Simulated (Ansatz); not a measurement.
# Ti2B (I4/mcm) in Ansatz: reference runs

Reference runs on Ti2B: the cell as given and a disturbed copy.

Program: Ansatz 0.2.0. These are calculated values, not measurements. Logs are shortened: lines on timing, memory, paths and dates and some standing lists are left out, and cuts for length are marked.

## (1) The crystal as given

It takes space group I4/mcm (No. 140, tetragonal). Conventional cell: a = 5.658 Å, b = 5.658 Å, c = 4.737 Å, α = 90.00°, β = 90.00°, γ = 90.00°. Around Ti (site symmetry m2m) lie 4 B at 2.42 Å and 3 Ti at 2.63 to 2.74 Å. Around B (site symmetry 422) lie 2 B at 2.37 Å and 8 Ti at 2.42 Å.

The cell comes from a database or a generator and needn't be the stable form of this composition.

## (2) Single point, PBE

input.yaml

```yaml
crystal:
  lattice:
    - [-2.829069, 2.829069, 2.368265]
    - [2.829069, -2.829069, 2.368265]
    - [2.829069, 2.829069, -2.368265]
  atoms:
    - { symbol: Ti, position: [0.1644, 0.3356, 0.5] }
    - { symbol: Ti, position: [0.8356, 0.6644, 0.5] }
    - { symbol: Ti, position: [0.3356, 0.8356, 0.1712] }
    - { symbol: Ti, position: [0.6644, 0.1644, 0.8288] }
    - { symbol: B, position: [0.25, 0.25, 0.0] }
    - { symbol: B, position: [0.75, 0.75, 0.0] }
hamiltonian:
  xc: pbe
  pseudopotentials: { kind: paw }
kpoints:
  mp_grid: { grid: [7, 7, 7] }
scf:
  occupations: { method: fermi_dirac, width: 0.05 }
output:
  forces: true
  stress: true
  eigenvalues: true
```

Potentials or basis: Ansatz PAW.

Run with:

```console
$ ansatz run input.yaml --threads 2 --pin off --max-ram 5120MiB --backend cpu --events-out ev --progress --plain --runs-dir out
```

The log of the run:

```text
Warning: RAYON_NUM_THREADS=2 ignored (pool sized by the plan → 2); use --threads N
Engine: ansatz 0.2.0, aarch64-unknown-linux-gnu
Pseudopotentials: kind: paw
Pseudopotential: Ti, paw, valence charge 12, recommended cutoff 420 eV (normal), Ti.paw.azcp
Pseudopotential: B, paw, valence charge 3, recommended cutoff 420 eV (normal), B.paw.azcp
Functional definition: PBE
  parameter kappa = 0.804
  parameter beta = 0.06672455060314922
  exchange = pbe_x(kappa = kappa, mu = beta*pi^2/3)
  correlation = pbe_c(beta = beta)
Crystal: 6 atoms, lattice volume = 75.819 Å³
Basis set: ecut = 420 eV, 1495 PW (Γ), exchange–correlation on 64×64×64 points (8 copies of the dense FFT grid, shifted against one another)
Bands: 33, of which v1, the nominal top of the filled ones, is band 27 counted from 1 (26 counted from 0)
Symmetry: 16 space group operations
Space group: I4/mcm (ITA 140), of the structure as read, at distance tolerance 4.2e-5 Å
k-points: 40 of 343
Non-local potential: Ti, projectors of the file, l = 0: 3, l = 1: 2, l = 2: 3, l = 3: 1
Non-local potential: B, projectors of the file, l = 0: 2, l = 1: 2, l = 2: 1
PAW form: soft (Blöchl's): semilocal exchange-correlation on the pseudo side does not see the compensation charge
PAW one-centre angular grid: Ti, 590 points (default); XC on 64 Gauss nodes
PAW one-centre angular grid: B, 110 points (default); XC on 64 Gauss nodes
Initial density: superposition of atomic densities (neutral atoms: chi_scale 0, normalization atom), corrected by the library's trained network
Initial wavefunctions: pseudopotential atomic-orbital guess
Functional: x = pbe(κ = 0.804, μ = 0.2195149727645171), c = pbe(β = 0.06672455060314922)
SCF iter   1: F=—  HF=-10312.937310 eV  |F-HF|=—  |Δ(HF+E_count)|=         —  Δρ=6.40e-3  dr2=2.98e-2  ethr=1.77e-3  ⟨swp⟩=5.1  Hψ=5383  notcnv=0  defer=1
preconditioner: auto → Kerker (q_TF=auto, 2.578 Å⁻¹)  [metal: Δε(μ)=0.033 eV  Ē_g=3.884 eV  σ=0.050 eV  W_gap=0.16  n_scr=16 (ndim 8)  ℏωp=20.0 eV  f_vac=0.000  D(μ)=5.40/eV (n_scr^D=70)]
SCF iter   2: F=—  HF=-10312.931535 eV  |F-HF|=—  |Δ(HF+E_count)|=   5.78e-3  Δρ=3.48e-3  dr2=9.02e-3  ethr=5.52e-5  ⟨swp⟩=1.3  Hψ=1654  notcnv=0  defer=1
SCF iter   3: F=—  HF=-10312.929588 eV  |F-HF|=—  |Δ(HF+E_count)|=   1.95e-3  Δρ=6.55e-4  dr2=3.42e-4  ethr=1.67e-5  ⟨swp⟩=2.0  Hψ=1722  notcnv=0  defer=1
SCF iter   4: F=—  HF=-10312.929515 eV  |F-HF|=—  |Δ(HF+E_count)|=   7.30e-5  Δρ=1.62e-4  dr2=1.32e-5  ethr=6.34e-7  ⟨swp⟩=2.5  Hψ=1987  notcnv=0  defer=1
SCF iter   5: F=—  HF=-10312.929521 eV  |F-HF|=—  |Δ(HF+E_count)|=   6.13e-6  Δρ=4.37e-5  dr2=1.08e-6  ethr=2.44e-8  ⟨swp⟩=2.0  Hψ=2214  notcnv=0  defer=1
SCF iter   6: F=-10312.929521 eV  HF=-10312.929521 eV  |F-HF|=1.86e-8  |Δ(HF+E_count)|=  7.60e-10  Δρ=9.14e-6  dr2=4.68e-8  ethr=1.85e-10  ⟨swp⟩=5.7  Hψ=4880  notcnv=0
SCF 1 converged in 6 iterations: F = -10312.929521 eV  dr2 = 4.68e-8
SCF converged after 6 iterations
Free energy (F): -10312.929521 eV
Harris-Foulkes:  -10312.929521 eV  (|F-HF|=1.86e-8)
Internal energy: -10312.882877 eV  (E = F + TS)
E sigma→0 (E₀):  -10312.906199 eV
Entropy (-TS):   -0.046643 eV (-7.774 meV/atom)
Fermi energy:    13.637043 eV
--- Per-component energies (eV) ---
  E_band       = -539.727132
  E_kinetic    = 1187.149457
  E_local      = -3169.413844  (includes V_loc(G=0)·N_el)
  E_nonlocal   = 52.149100
  E_hartree    = 1322.630998
  E_xc         = -456.516286
  E_vxc        = -567.427462  (∫ρ·V_xc dr)
  E_paw        = -4346.594560  (= ΣΔE_a)
  E_vpaw       = -687.457946  (= ΣTr[D̂ρ^β])
  E_aug_tail   = 0.000484  (compensation charges beyond the density's cutoff)
  E_ewald      = -4902.288226
  E_smearing   = -0.046643  (= −TS)
  E_closure    = -0.000000  (closes the sum)
  Σ components = -10312.929521   (vs F -10312.929521, Δ=0.00e0)
--- Forces (eV/Å), atoms counted from 1 ---
  atom   1  Ti    -0.05898747     0.05898747     0.00000000
  atom   2  Ti     0.05898747    -0.05898747     0.00000000
  atom   3  Ti    -0.05898747    -0.05898747     0.00000000
  atom   4  Ti     0.05898747     0.05898747     0.00000000
  atom   5  B     -0.00000000     0.00000000     0.00000000
  atom   6  B      0.00000000     0.00000000     0.00000000
  max |Σ_I F_I| component: 4.16e-17 eV/Å
--- Stress (GPa, compression-positive) ---
        0.545745       0.000000       0.000000
        0.000000       0.545745       0.000000
        0.000000       0.000000       0.650694
  P = ⅓ Tr σ = 0.5807 GPa (5.807 kbar)
--- Band table (eV; the first three rows and the last of 40) ---
  k-point 0: bands = ["-42.5113", "-42.3955", "-42.3089", "-42.3089", "-19.0084", "-18.8811", "-18.8620", "-18.8620", "-18.7960", "-18.7960", "-18.6785", "-18.5956", "-18.5324", "-18.3584", "-18.3584", "-18.3492", "4.6013", "8.9754", "11.1438", "11.2242", "11.7828", "11.7828", "12.4663", "12.8089", "12.8089", "12.8252", "12.8252", "13.6224", "14.9613", "15.3447", "15.4566", "15.9897", "15.9897"]
  k-point 1: bands = ["-42.5036", "-42.3963", "-42.3159", "-42.3089", "-18.9940", "-18.9188", "-18.8857", "-18.8623", "-18.7945", "-18.7408", "-18.6608", "-18.5662", "-18.5504", "-18.3937", "-18.3589", "-18.3544", "4.7642", "9.0600", "10.6519", "10.8812", "12.0114", "12.0811", "12.5418", "12.6924", "12.8280", "12.8310", "12.8593", "13.5310", "15.0446", "15.3384", "15.4807", "15.7469", "15.8326"]
  k-point 2: bands = ["-42.4840", "-42.3971", "-42.3351", "-42.3090", "-18.9531", "-18.9448", "-18.9282", "-18.8628", "-18.7785", "-18.6865", "-18.6399", "-18.5819", "-18.5060", "-18.4700", "-18.3709", "-18.3625", "5.1900", "9.2744", "9.7917", "10.5367", "12.0274", "12.2691", "12.3930", "12.7192", "12.7830", "13.0022", "13.0791", "13.3747", "15.2250", "15.4328", "15.4518", "15.5545", "15.5689"]
  k-point 39: bands = ["-42.4067", "-42.3939", "-42.3686", "-42.3569", "-19.0871", "-19.0197", "-18.8778", "-18.7600", "-18.7376", "-18.6862", "-18.6299", "-18.5026", "-18.4742", "-18.4735", "-18.4256", "-18.4149", "6.4080", "9.3303", "9.8927", "9.9897", "10.2296", "12.0695", "12.1646", "12.6265", "13.0526", "13.5111", "13.9107", "14.2787", "14.3541", "14.8763", "15.3625", "15.6441", "15.9611"]
```

Run time: 2.6 s. Hardware: 2 threads of Arm Neoverse V2, shared host; peak memory 0.38 GiB.

What came out:

```yaml
Free_energy: -10312.9295 eV
Pressure: 0.6 GPa
Largest_force: 0.083 eV/Å
Band_gap_on_the_k_mesh: none (metal or under the smearing width)
```

Forces on the atoms (eV/Å):
```
Ti  -0.059  0.059  0.000
Ti   0.059 -0.059  0.000
Ti  -0.059 -0.059  0.000
Ti   0.059  0.059  0.000
B    0.000  0.000  0.000
B    0.000  0.000  0.000
```

Stress tensor (GPa, compression positive):
```
0.55 0.00 0.00
0.00 0.55 0.00
0.00 0.00 0.65
```

Levels at points of the mesh, in eV from the Fermi level:
```
           k point  band 23  band 24  band 25  band 26  band 27  band 28  band 29  band 30  band 31  band 32
(0.00, 0.00, 0.00)    -1.17    -0.83    -0.83    -0.81    -0.81    -0.01     1.32     1.71     1.82     2.35
```

## (3) Single point, PBE (atoms moved at random, drawn with an rms of 0.05 Å)

input.yaml

```yaml
crystal:
  lattice:
    - [-2.829069, 2.829069, 2.368265]
    - [2.829069, -2.829069, 2.368265]
    - [2.829069, 2.829069, -2.368265]
  atoms:
    - { symbol: Ti, position: [0.148166, 0.325248, 0.501971] }
    - { symbol: Ti, position: [0.828515, 0.650517, 0.499053] }
    - { symbol: Ti, position: [0.334312, 0.824761, 0.164991] }
    - { symbol: Ti, position: [0.663583, 0.166343, 0.83366] }
    - { symbol: B, position: [0.248738, 0.247248, -0.005704] }
    - { symbol: B, position: [0.749783, 0.747503, -0.011459] }
hamiltonian:
  xc: pbe
  pseudopotentials: { kind: paw }
kpoints:
  mp_grid: { grid: [7, 7, 7] }
scf:
  occupations: { method: fermi_dirac, width: 0.05 }
output:
  forces: true
  stress: true
  eigenvalues: true
```

Potentials or basis: Ansatz PAW.

Run with:

```console
$ ansatz run input.yaml --threads 2 --pin off --max-ram 5120MiB --backend cpu --events-out ev --progress --plain --runs-dir out
```

Run time: 18 s. Hardware: 2 threads of Arm Neoverse V2, shared host; peak memory 0.56 GiB.

Results (log left out):

| Property | Result |
| --- | --- |
| Free energy | -10312.8812 eV |
| Pressure | 0.8 GPa |
| Largest force | 0.602 eV/Å |
| Band gap on the k mesh | none (metal or under the smearing width) |

Forces on the atoms (eV/Å):
```
Ti  -0.492  0.103  0.333
Ti   0.116 -0.317  0.200
Ti   0.281 -0.134  0.069
Ti  -0.243 -0.027  0.006
B    0.081  0.145 -0.491
B    0.257  0.230 -0.116
```

Stress tensor (GPa, compression positive):
```
 0.95  0.17  0.06
 0.17  0.55 -0.18
 0.06 -0.18  0.91
```

Levels at points of the mesh, in eV from the Fermi level:
```tsv
k point	band 24	band 25	band 26	band 27	band 28	band 29	band 30	band 31
(0.00, 0.00, 0.00)	-0.90	-0.85	-0.80	-0.73	-0.02	1.32	1.67	1.85
```
